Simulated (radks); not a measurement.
# Mg in [Ne] 3s2: an all-electron calculation

An exercise on one series of results from a longer session: the logs are not shown, and one member is left open.

Program: radks (a radial shooting solver on a logarithmic mesh, Libxc functionals) version 1. Level of theory: non-relativistic Kohn-Sham, exchange-only LDA, spin-polarised, spherical densities, point nucleus. These are calculated values, not measurements, unless marked.

## What is computed

* element: magnesium (Z = 12)
* charge: 0
* electrons: 12
* configuration: [Ne] 3s2

Outer shells as boxes (Hund's rule):

Mg
```
[Ne] core
3s [↑↓]
```

Set-up of the first run:

The run's settings:

```text
Z 12
configuration [Ne] 3s2
relativity non-relativistic
functional lda,
spin polarised
nucleus point
```

One table of the session follows, with a row left open; its other results are not shown here.

It belongs to the step «Radial structure». Radial moments (bohr):

| level | <r> | outermost maximum (interpolated) | 90 % within | nodes |
| --- | --- | --- | --- | --- |
| 1s | 0.1315 | 0.0857 | 0.235 | 0 |
| 2s | ? | ? | ? | ? |
| 2p | 0.6929 | 0.478 | 1.19 | 0 |
| 3s | 3.220 | 2.55 | 5.03 | 2 |

Estimate the missing values for 2s.

**Answer.** <r>: 0.7035; outermost maximum (interpolated): 0.550; 90 % within: 1.12; nodes: 1. In the column «<r>» it lies between 2p (0.6929) and 3s (3.220).
